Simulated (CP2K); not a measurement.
CsLiCr2Te2S3:

```
CELL_PARAMETERS angstrom
6.20863 0.00000 0.00000
-2.43725 5.71024 0.00000
-1.59109 -2.40907 7.43756
ATOMIC_POSITIONS crystal
Cs 0.09374 0.09374 0.00853
Li 0.58875 0.58875 0.55336
Cr 0.05646 0.46755 0.55790
Cr 0.46755 0.05646 0.55790
Te 0.56486 0.87357 0.29035
Te 0.87357 0.56486 0.29035
S 0.81151 0.39697 0.73347
S 0.39697 0.81151 0.73347
S 0.21404 0.21404 0.48371
```

The cell was built by a generator and needn't be a form met in nature.

Base run:

| Item | Value |
| --- | --- |
| Program | CP2K 2026.2 |
| Functional | PBE |
| Potentials or basis | POTENTIAL_UZH Cs GTH-PBE-q9, Li GTH-PBE-q3, Te GTH-PBE-q6, S GTH-PBE-q6; GTH_POTENTIALS Cr GTH-PBE-q14; TZVP-MOLOPT-PBE-GTH, TZVP-MOLOPT-SR-GTH basis |
| Density cutoff | 6803 eV |
| k mesh | 5 × 5 × 4 |
| Occupations | fermi-dirac, width 0.1 eV |
| Spin | collinear spin, ferromagnetic start |
| Starting moments | [0.0, 0.0, 3.0, 3.0, 0.0, 0.0, 0.0, 0.0, 0.0] μB |

Its results: band gap on the k mesh none (metal or under the smearing width); net moment 4.15 μB per cell; site moments Cs +0.01; Li +0.01; Cr +2.68; Te -0.39; S -0.15, -0.14 μB.

The run is repeated on the same cell with these changes: occupations from fermi-dirac, width 0.1 eV to fermi-dirac, width 0.0259 eV. What comes out?

Band gap on the k mesh none (metal or under the smearing width); net moment 4.00 μB per cell; site moments Cs +0.00; Li +0.01; Cr +2.65; Te -0.43; S -0.16, -0.13 μB.

Caveats: the basis of atomic orbitals isn't converged, which shifts pressures, moduli and gaps; only a ferromagnetic start was run, and an antiferromagnetic order may lie lower in energy.

Not every run made on this cell is shown here.
